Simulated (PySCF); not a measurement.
**[Ce(OH)2]+: other functionals and bases at one geometry**

The task here is to estimate one member of a computed series from the others.

The runs use PySCF 2.14.0; several levels, as the steps say, no spin–orbit coupling.

1 further run of the same task is left out (for a known fault of the program).

## The system as given

5 atoms, charge 1, spin multiplicity 1.

Bond lengths: Ce1–O2 2.050 Å, Ce1–O4 2.050 Å, O2–H3 0.964 Å, O4–H5 0.964 Å. Angles: O2–Ce1–O4 109.2°, Ce1–O2–H3 166.7°, Ce1–O4–H5 166.7°.

Coordinates:

```xyz
5
charge 1, multiplicity 1
Ce    0.00000    0.00000   -0.66317
O     1.67087   -0.03432    0.52457
H     2.30744   -0.04698    1.24818
O    -1.67087    0.03432    0.52457
H    -2.30744    0.04698    1.24818
```

Formal oxidation states: Ce +3. Each metal's 1 4f electrons lie in its core potential, so multiplicities, spins and levels count the valence alone. An earlier session relaxed this geometry at PBE0, Ce lcecp-1-SVP with ECP47, O def2-SVP, H def2-SVP (singlet, point group C2v).

At PBE0 on the finer grid: E = -183.504623 Eh, HOMO -13.32 eV, LUMO -6.49 eV, Mulliken charge on Ce1 +1.48 e, largest force component 0.013 eV/Å. 

Levels to run: TPSSh; HF; PBE0, TZVP. Hardware: 2 threads of Arm Neoverse V1, shared host.

Set-up of the first run:

run.py (the lines that set the calculation)

```python
mol = gto.M(atom='''
Ce     0.00000     0.00000    -0.66317
O      1.67087    -0.03432     0.52457
H      2.30744    -0.04698     1.24818
O     -1.67087     0.03432     0.52457
H     -2.30744     0.04698     1.24818''',
    basis={'Ce': 'lcecp-1-SVP', 'O': 'def2-SVP', 'H': 'def2-SVP'},
    ecp={'Ce': 'lcecp-1-SVP'},
    charge=1, spin=0)
mf = dft.RKS(mol, xc='TPSSH')
mf.grids.atom_grid = (75, 302)  # f atoms: unpruned, at least (60, 302)
mf = mf.density_fit()  # fitting sets: Ce AutoAux, O def2-universal-JKFIT, H def2-universal-JKFIT
mf.conv_tol = 1e-08; mf.max_cycle = 55
mf.kernel(dm0)  # dm0: the density of the relaxed state
```

Launch:

```bash
$ OMP_NUM_THREADS=2 python run.py
```

Steps of the session up to this table: TPSSh; HF; PBE0, TZVP.

One table of the session follows, with a row left open; its other results are not shown here.

| level | HOMO (eV) | gap (eV) | charge on Ce1 (e) | dipole (D) | largest force component (eV/Å) |
| --- | --- | --- | --- | --- | --- |
| PBE0 (relaxed here) | -13.32 | 6.83 | 1.48 | 2.78 | 0.01 |
| TPSSh | -12.40 | 5.69 | 1.45 | 2.67 | 0.36 |
| HF | -17.32 | 12.94 | 1.84 | 3.86 | 1.11 |
| PBE0, TZVP | ? | ? | ? | ? | ? |

**Question.** Estimate the row for PBE0, TZVP.

**Answer.** HOMO (eV): -13.40; gap (eV): 6.94; charge on Ce1 (e): 1.78; dipole (D): 3.02; largest force component (eV/Å): 0.22. In the column «HOMO (eV)» it lies between HF (-17.32) and PBE0 (relaxed here) (-13.32).

The dipole of a charged species depends on the origin, so these sizes hold for this origin alone.

In one basis the HOMO–LUMO gap runs from 5.69 eV (TPSSh) to 12.94 eV (HF). The largest leftover force, 1.11 eV/Å with HF, stands at a geometry relaxed at another level. With 4f in the core, its levels are missing from HOMO and gap, and its count is fixed, so no charge can pass from the ligands into it. Total energies of different levels can't be compared.
